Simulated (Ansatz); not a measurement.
**InNH2Cl (SMILES [NH2][In][Cl]) at UBLYP/def2-SVP (core potential)**

Aim: the electronic atomisation energy of InNH2Cl at UBLYP/def2-SVP (core potential), from 5 runs. 

The calculation is run with Ansatz 0.2.0.

58 further runs of the same task are left out: 58 set aside as unsound or not needed.

## 1. The system as given

InNH2Cl has 5 atoms, charge 0, and is taken as a doublet. As SMILES, `[NH2][In][Cl]`. The shape is that of a PBE0-D4/def2-TZVP optimisation. This is one conformer, not always the lowest.

Bond lengths: N1–In2 2.072 Å, In2–Cl3 2.369 Å, N1–H4 1.015 Å, N1–H5 1.017 Å. Angles: N1–In2–Cl3 113.1°, In2–N1–H4 113.0°, In2–N1–H5 110.3°, H4–N1–H5 107.4°.

## 2. The energy at UBLYP/def2-SVP (core potential)

The input, molecule.yaml:

```yaml
crystal:
  periodic: [false, false, false]
  atoms:
    - symbol: "N"
      position_ang: [-0.142600, 0.808600, -0.493900]
    - symbol: In
      position_ang: [-0.411600, -1.217800, -0.153300]
    - symbol: Cl
      position_ang: [1.391500, -2.211500, 1.018700]
    - symbol: H
      position_ang: [-0.999700, 1.283800, -0.756700]
    - symbol: H
      position_ang: [0.212300, 1.263200, 0.343800]
basis:
  gaussian:
    orbitals: def2-SVP
magnetization:
  spin_polarized: true
  initial_magnetization: 1
hamiltonian:
  xc: {name: BLYP}
accuracy: high
output: {orbitals: {seedname: orbitals}}
```

Started as:

```sh
$ ansatz run molecule.yaml --threads 1 --pin off --max-ram 2610MiB --events-out events.jsonl --progress --plain --runs-dir runs
```

The log of the run:

```text
Warning: RAYON_NUM_THREADS=1 ignored (pool sized by the plan → 1); use --threads N
Functional definition: BLYP
  name "BLYP"
  parameter beta = 0.0042
  parameter a = 0.04918
  parameter b = 0.132
  parameter c = 0.2533
  parameter d = 0.349
  exchange = b88_x(beta = beta)
  correlation = lyp_c(a = a, b = b, c = c, d = d)
1544 factors; integrals over basis functions are off by at most 3.3e-9 eV
mean field evaluation 1: about -19201.3534 eV, gradient 5.1e1 eV
mean field evaluation 2: about -19110.4210 eV, gradient 1.0e2 eV
mean field evaluation 4: about -19210.9960 eV, gradient 1.8e1 eV
mean field evaluation 8: about -19212.9878 eV, gradient 1.1e-1 eV
mean field evaluation 16: about -19212.9854 eV, gradient 5.7e-5 eV
mean field -19212.98540830 eV, -706.0641907258 hartree, gradient 5.7e-8 eV, S^2 0.752627; 1 other end points of the search recorded, 0 dependent functions left out
reference -19212.98545549 eV, -706.0641924599 hartree; 24, 23 occupied and 44, 45 virtual orbitals, 1544 factors
Total energy: -19212.98545549 eV, -706.0641924599 hartree
```

Run time: 8.4 s. Hardware: 1 thread of Arm Neoverse V1, shared host; peak memory 0.21 GiB.

## 3. The Cl atom, same level

The input, input.yaml:

```yaml
basis:
  gaussian: {orbitals: def2-SVP}
crystal:
  periodic: [false, false, false]
  atoms:
    - {symbol: Cl, position_ang: [0.000000, 0.000000, 0.000000]}
magnetization: {spin_polarized: true, initial_magnetization: 1}
hamiltonian: {xc: {name: BLYP}}
accuracy: high
```

Started as:

```sh
$ ansatz run input.yaml --threads 1 --pin off --max-ram 2610MiB --events-out events.jsonl --progress --plain --runs-dir runs
```

The log of the run (excerpt; [...] marks lines left out):

```text
Warning: RAYON_NUM_THREADS=1 ignored (pool sized by the plan → 1); use --threads N
[... 9 set-up lines as earlier in the session ...]
134 factors; integrals over basis functions are off by at most 2.6e-9 eV
mean field evaluation 1: about -12516.8028 eV, gradient 3.5e0 eV
mean field evaluation 2: about -12516.8588 eV, gradient 1.9e0 eV
mean field evaluation 4: about -12516.8740 eV, gradient 3.3e-1 eV
mean field evaluation 8: about -12516.8741 eV, gradient 1.9e-3 eV
mean field evaluation 16: about -12516.8741 eV, gradient 1.8e-8 eV
mean field evaluation 32: about -12516.8742 eV, gradient 9.2e-2 eV
mean field -12516.87411507 eV, -459.9866394869 hartree, gradient 4.7e-9 eV, S^2 0.751345; 2 other end points of the search recorded, 0 dependent functions left out
reference -12516.87413640 eV, -459.9866402709 hartree; 9, 8 occupied and 9, 10 virtual orbitals, 134 factors
Total energy: -12516.87413640 eV, -459.9866402709 hartree
```

Wall time 1 s (1 thread of Arm Neoverse V1, shared host).

## 4. The H atom

The input, job.yaml:

```yaml
crystal:
  periodic: [false, false, false]
  atoms:
    - {symbol: H, position_ang: [0.000000, 0.000000, 0.000000]}
basis:
  gaussian: {orbitals: def2-SVP}
accuracy: high
hamiltonian: {xc: {name: BLYP}}
magnetization: {spin_polarized: true, initial_magnetization: 1}
```

Started as:

```sh
$ ansatz run job.yaml --threads 1 --pin off --max-ram 2610MiB --events-out events.jsonl --progress --plain --runs-dir runs
```

The log of the run (excerpt; [...] marks lines left out):

```text
Warning: RAYON_NUM_THREADS=1 ignored (pool sized by the plan → 1); use --threads N
[... 9 set-up lines as earlier in the session ...]
15 factors; integrals over basis functions are off by at most 8.9e-10 eV
mean field evaluation 1: about -13.5052 eV, gradient 4.7e-1 eV
mean field evaluation 2: about -13.5079 eV, gradient 5.6e-2 eV
mean field evaluation 4: about -13.5078 eV, gradient 4.6e-5 eV
mean field evaluation 8: about -13.5078 eV, gradient 3.7e-9 eV
mean field -13.50782747 eV, -0.4964035038 hartree, gradient 3.7e-9 eV, S^2 0.750000; 0 other end points of the search recorded, 0 dependent functions left out
reference -13.50785355 eV, -0.4964044622 hartree; 1, 0 occupied and 4, 5 virtual orbitals, 15 factors
Total energy: -13.50785355 eV, -0.4964044622 hartree
```

Run time: 0.1 s. Hardware: 1 thread of Arm Neoverse V1, shared host.

## 5. The In atom, same level

The input, run.yaml:

```yaml
basis:
  gaussian:
    orbitals: def2-SVP
crystal:
  periodic: [false, false, false]
  atoms:
    - symbol: In
      position_ang: [0.000000, 0.000000, 0.000000]
total_charge: 0
magnetization:
  spin_polarized: true
  initial_magnetization: 1
hamiltonian:
  xc: {name: BLYP}
accuracy: high
```

Run the same way, it converges to -190.07504 Eh (log not shown).

## 6. The N atom, same level

The input, molecule.yaml:

```yaml
crystal:
  periodic: [false, false, false]
  atoms:
    - {symbol: "N", position_ang: [0.000000, 0.000000, 0.000000]}
basis:
  gaussian: {orbitals: def2-SVP}
accuracy: high
hamiltonian: {xc: {name: BLYP}}
magnetization: {spin_polarized: true, initial_magnetization: 3}
```

Run the same way, it converges to -54.52206 Eh (log not shown).

## 7. Summary of results

Level: UBLYP/def2-SVP (core potential).

```
                                    quantity          value
                      molecule: total energy  -706.06419 Eh
molecule: HOMO energy (highest over α and β)       -4.99 eV
 molecule: LUMO energy (lowest over α and β)       -4.26 eV
                              molecule: ⟨S²⟩          0.753
                       Cl atom: total energy  -459.98664 Eh
                               Cl atom: ⟨S²⟩          0.751
                        H atom: total energy    -0.49640 Eh
                                H atom: ⟨S²⟩          0.750
                       In atom: total energy  -190.07504 Eh
                               In atom: ⟨S²⟩          0.751
                        N atom: total energy   -54.52206 Eh
                                N atom: ⟨S²⟩          3.752
               electronic atomisation energy      13.269 eV
```

Taking the molecule apart into free atoms costs 13.27 eV (1280 kJ/mol), before zero-point energy and without spin-orbit coupling.
